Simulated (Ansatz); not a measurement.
## C2H4ClSi, SMILES C=C[SiH]Cl: a rigid scan of one bond length, step by step

Program: Ansatz's Python interface.

The cells in order, each with its output:

```python
import ansatz as az
from ase import Atoms
import matplotlib.pyplot as plt
import numpy as np

atoms = Atoms(["C", "C", "Si", "Cl", "H", "H", "H", "H"], positions=[
    (0.8762, 1.1146, -0.3052),
    (0.2478, -0.0524, -0.3382),
    (-1.3487, -0.5265, 0.4702),
    (-0.5716, -1.6561, 2.0483),
    (0.4054, 2.0001, 0.1961),
    (1.7666, 1.3442, -0.8396),
    (0.7545, -0.8588, -0.8749),
    (-2.038, -1.4223, -0.4125),
])
geometry = az.Crystal.molecule_from_ase(atoms)

symbols = [site.symbol for site in geometry.cartesian_sites]
start = np.array([site.position_ang for site in geometry.cartesian_sites])
axis = (start[4] - start[0]) / np.linalg.norm(start[4] - start[0])
moving = [4]
lengths, energies = [0.987, 1.031, 1.076, 1.121, 1.166, 1.211, 1.256, 1.323], []
for length in lengths:
    xyz = start.copy()
    xyz[moving] += (length - np.linalg.norm(start[4] - start[0])) * axis
    point = az.Crystal.molecule()
    for symbol, place in zip(symbols, xyz):
        point = point.atom(symbol, place.tolist())
    setup = (
        point.calculation()
        .basis(gaussian="def2-SVP")  # atom-centred Gaussian functions
        .functional("cam_b3lyp")
        .spin("collinear", total=1)
    )
    rep = setup.run(threads=1).report
    energies.append(rep["free_energy_ev"])
    print(f"r = {length:6.3f} A  E = {energies[-1]:.5f} eV  <S^2> = {abs(rep['mean_field']['state']['spin_squared']):.3f}")
```

    r =  0.987 A  E = -22529.32875 eV  <S^2> = 0.752
    r =  1.031 A  E = -22529.50212 eV  <S^2> = 0.752
    r =  1.076 A  E = -22529.57960 eV  <S^2> = 0.752
    r =  1.121 A  E = -22529.57848 eV  <S^2> = 0.752
    r =  1.166 A  E = -22529.51666 eV  <S^2> = 0.752
    r =  1.211 A  E = -22529.40833 eV  <S^2> = 0.752
    r =  1.256 A  E = -22529.26478 eV  <S^2> = 0.752
    r =  1.323 A  E = -22529.00448 eV  <S^2> = 0.752

```python
# quartic fit about the minimum
fit = np.polynomial.Polynomial.fit(lengths, np.array(energies) - min(energies), 4).convert()
roots = [r.real for r in fit.deriv().roots() if abs(r.imag) < 1e-9 and fit.deriv(2)(r.real) > 0]
r_e = min(roots, key=lambda r: abs(r - lengths[int(np.argmin(energies))]))
print(f"minimum of the fit at {r_e:.4f} A, force constant {fit.deriv(2)(r_e):.2f} eV/A^2")
plt.figure(figsize=(4.5, 3))
plt.plot(lengths, np.array(energies) - min(energies), "o-")
plt.xlabel("bond length (A)")
plt.ylabel("E - E(min) (eV)")
plt.tight_layout()
plt.savefig("scan.png", dpi=100)
```

    minimum of the fit at 1.0973 A, force constant 34.49 eV/A^2

Caveats:
- Total energies depend on the basis set; only differences at equal settings carry meaning.
- The rest of the molecule is held rigid at a force-field or estimated start geometry, and the basis set is modest; single-reference methods fail as a bond breaks.
- The run takes the species as open-shell (spin multiplicity 2), which needn't be its ground state.
- The whole script took 45 s on 1 thread of Arm Neoverse V1 (shared host), peak memory 0.35 GiB.
